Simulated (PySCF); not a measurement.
**TaOF₃: structure of the singlet**

Aim: relax TaOF₃ as a singlet from a tetrahedral start, check by its vibrations whether the end is a minimum, and collect its spectrum and constants.

Method: PBE0, basis Ta def2-SVP with ECP60, O def2-SVP, F def2-SVP, scalar-relativistic core potentials, no spin–orbit coupling, density fitting; program: PySCF 2.14.0.

**1. The system as given**

5 atoms, charge 0, spin multiplicity 1.

Bond lengths: Ta1–O2 1.830 Å, Ta1–F3 2.100 Å, Ta1–F4 2.100 Å, Ta1–F5 2.100 Å. Angles: O2–Ta1–F3 109.5°, O2–Ta1–F4 109.5°, O2–Ta1–F5 109.5°, F3–Ta1–F4 109.5°, F3–Ta1–F5 109.5°, F4–Ta1–F5 109.5°.

```xyz
5
charge 0 multiplicity 1
Ta    0.0000   -0.0342   -0.0242
O     0.0000   -1.5282   -1.0810
F     1.7146   -0.0344    1.1883
F    -1.7146   -0.0344    1.1883
F     0.0000    1.6807   -1.2363
```

**2. Relaxation: tetrahedral start, singlet**

The steps below are one call of a driver around PySCF. For each, scf.py gives the equivalent set-up of the SCF; relaxations use the driver's own optimiser. Before each start the driver seeks the lowest SCF state from one or more starting densities and follows internal instabilities, so scf.py alone need not reach the same state.

The program finds C3v symmetry in the start, which this walk keeps. The walk stops when the largest gradient is under 0.0003 Eh/bohr and the energy has settled too.

Input file scf.py:

```python
from pyscf import gto, scf, dft
mol = gto.M(atom='''
Ta    -0.000000    -0.034160    -0.024164
O     -0.000000    -1.528161    -1.080985
F      1.714617    -0.034378     1.188254
F     -1.714617    -0.034378     1.188254
F     -0.000000     1.680675    -1.236273''',
    basis={'Ta': 'def2-SVP', 'O': 'def2-SVP', 'F': 'def2-SVP'},
    ecp={'Ta': 'def2-SVP'},
    charge=0, spin=0)
mf = dft.RKS(mol, xc='PBE0')
mf.grids.atom_grid = (50, 194)
aux = {'Ta': 'def2-universal-JKFIT', 'O': 'def2-universal-JKFIT', 'F': 'def2-universal-JKFIT'}
mf = mf.density_fit(auxbasis=aux)
mf.kernel()
```

The optimiser's trace:

| step | energy (Eh) | change (kJ/mol) | largest symmetric gradient (Eh/bohr) |
| --- | --- | --- | --- |
| 0 | -431.291493 | 0.00 | 0.09825 |
| 1 | -431.368452 | -202.06 | 0.04180 |
| 2 | -431.375133 | -219.60 | 0.02550 |
| 3 | -431.378607 | -228.72 | 0.00352 |
| 4 | -431.378693 | -228.94 | 0.00075 |
| 5 | -431.378696 | -228.95 | 0.00016 |

The walk took 7.9 s on 4 threads, shared host.

Positions (Å) and forces (eV/Å) along the way:

```
step 0
Ta   0.000  -0.034  -0.024   0.000  -0.920  -0.689
O    0.000  -1.528  -1.081   0.000   5.046   3.582
F    1.715  -0.034   1.188  -3.833  -0.098  -2.753
F   -1.715  -0.034   1.188   3.833  -0.098  -2.753
F    0.000   1.681  -1.236   0.000  -3.931   2.613
step 1
Ta   0.000  -0.022  -0.015   0.000   2.169   1.492
O    0.000  -1.410  -0.997   0.000  -0.087  -0.045
F    1.596  -0.039   1.102  -1.731  -0.117  -1.280
F   -1.596  -0.039   1.102   1.731  -0.117  -1.280
F    0.000   1.558  -1.156   0.000  -1.848   1.113
step 3
Ta   0.000   0.023   0.016   0.000   0.132   0.071
O    0.000  -1.371  -0.970   0.000   0.055   0.056
F    1.559  -0.054   1.064  -0.188  -0.002  -0.120
F   -1.559  -0.054   1.064   0.188  -0.002  -0.120
F    0.000   1.505  -1.140   0.000  -0.184   0.113
step 5
Ta   0.000   0.026   0.019   0.000   0.002  -0.019
O    0.000  -1.367  -0.967   0.000   0.000   0.017
F    1.555  -0.055   1.061  -0.007   0.000   0.008
F   -1.555  -0.055   1.061   0.007   0.000   0.008
F    0.000   1.500  -1.138   0.000  -0.001  -0.013
```

It settles in C3v symmetry, 229.0 kJ/mol below the start, after 5 steps: Ta–F 1.873 Å (×3), Ta–O 1.707 Å; F–Ta–F 112.2° (×3), F–Ta–O 106.6° (×3).

**3. Hessian and properties**

The point is checked on the finer grid, and tightened if its gradient asks for it. The Hessian and the dipole derivatives come from central differences of analytic gradients, with steps of 0.01 bohr.

scf.py: that of step 2 with these lines changed.

```diff
@@ -3,5 +3,5 @@
-Ta    -0.000000    -0.034160    -0.024164
-O     -0.000000    -1.528161    -1.080985
-F      1.714617    -0.034378     1.188254
-F     -1.714617    -0.034378     1.188254
-F     -0.000000     1.680675    -1.236273''',
+Ta    -0.000000    -0.010925    -0.007728
+O     -0.000000    -1.403833    -0.993039
+F      1.554831    -0.091358     1.034947
+F     -1.554831    -0.091358     1.034947
+F     -0.000000     1.463868    -1.163637''',
@@ -12 +12 @@
-mf.grids.atom_grid = (50, 194)
+mf.grids.atom_grid = (75, 302)
```

The driver hands on the density of the step before, so the log starts near convergence.

Log of the central SCF (cycles and frontier levels):

```text
init E= -431.378882301669
  HOMO = -0.379923058564764  LUMO = -0.0605508935745243  gap/eV = 8.69056
cycle= 1 E= -431.378882301662  delta_E= 7.39e-12  |g|= 9.74e-06  |ddm|= 9.93e-06
  HOMO = -0.379922617312491  LUMO = -0.0605516006954723  gap/eV = 8.69053
Extra cycle  E= -431.378882301616  delta_E= 4.57e-11  |g|= 1.84e-05  |ddm|= 1.79e-05
converged SCF energy = -431.378882301616
```

The whole step took 21 s.

Geometry: C3v; Ta–F 1.874 Å (×3), Ta–O 1.706 Å; F–Ta–F 112.2° (×3), F–Ta–O 106.6° (×3).

Modes, for the most abundant isotopes:

```tsv
symmetry	ω (cm⁻¹)	IR (km/mol)	type
e	55	31.9	bend
a1	188	16.3	bend
e	266	18.4	bend
a1	708	48.8	stretch
e	711	273	stretch
a1	1044	139	stretch
```

All wavenumbers are real: a minimum.

Constants and moments:

- Dipole moment: 1.81 D
- Highest occupied level: -10.34 eV
- Lowest empty level: -1.65 eV
- Rotational constants: 0.1089, 0.1089, 0.09176 cm⁻¹
- Zero-point energy: 23.9 kJ/mol
- Principal polarisabilities: 28.7, 28.7, 34.6 bohr³
- Atomisation energy without zero-point energy: 2597 kJ/mol
- Principal traceless quadrupole moments about the centre of mass: -0.78, 0.39, 0.39 D Å
- Entropy at 298.15 K and 1 bar: 346.5 J/(mol K)
- Heat capacity Cp at 298.15 K: 83.6 J/(mol K)
- Enthalpy at 298.15 K above 0 K: 19.14 kJ/mol
- Rotational symmetry number: 3

Charges (e) and bond orders:

```json
{"atom": "Ta1", "Mulliken": "1.34", "Löwdin": "0.52", "polar tensor": "2.72", "Mayer order to Ta1": "–"}
{"atom": "O2", "Mulliken": "-0.33", "Löwdin": "-0.13", "polar tensor": "-0.80", "Mayer order to Ta1": "2.28"}
{"atom": "F3,4,5", "Mulliken": "-0.34", "Löwdin": "-0.13", "polar tensor": "-0.64", "Mayer order to Ta1": "1.07"}
```

Mulliken populations on Ta1 (outside its core potential): s 2.31, p 6.33, d 2.77, f 0.25.

**4. Stability of the closed shell**

At the lowest minimum the closed shell is tested against spin polarisation, on the (50, 194) grid. It is stable.

**5. Results**

| quantity | value |
| --- | --- |
| minimum | singlet, C3v |
| geometry | Ta–F 1.874 Å (×3), Ta–O 1.706 Å; F–Ta–F 112.2° (×3), F–Ta–O 106.6° (×3) |
| wavenumbers (cm⁻¹) | 55 (e), 188 (a1), 266 (e), 708 (a1), 711 (e), 1044 (a1) |
| dipole moment | 1.81 D |
| highest occupied, lowest empty level | -10.34, -1.65 eV |
| polar-tensor charge of Ta1 | +2.72 e |
| zero-point energy | 23.9 kJ/mol |
| entropy at 298.15 K | 346.5 J/(mol K) |
| atomisation energy (no zero-point energy) | 2597 kJ/mol |

What this shows: The molecule stays C3v, as typed, and the end point is a minimum. In the infrared the band at 711 cm⁻¹ (e, stretch) leads. Only this shape and spin were tried, so other structures or states may lie lower. Take wavenumbers under 90 cm⁻¹ as rough. Spin–orbit coupling, left out here, can matter for elements this heavy.

The search up to here took 34 s.
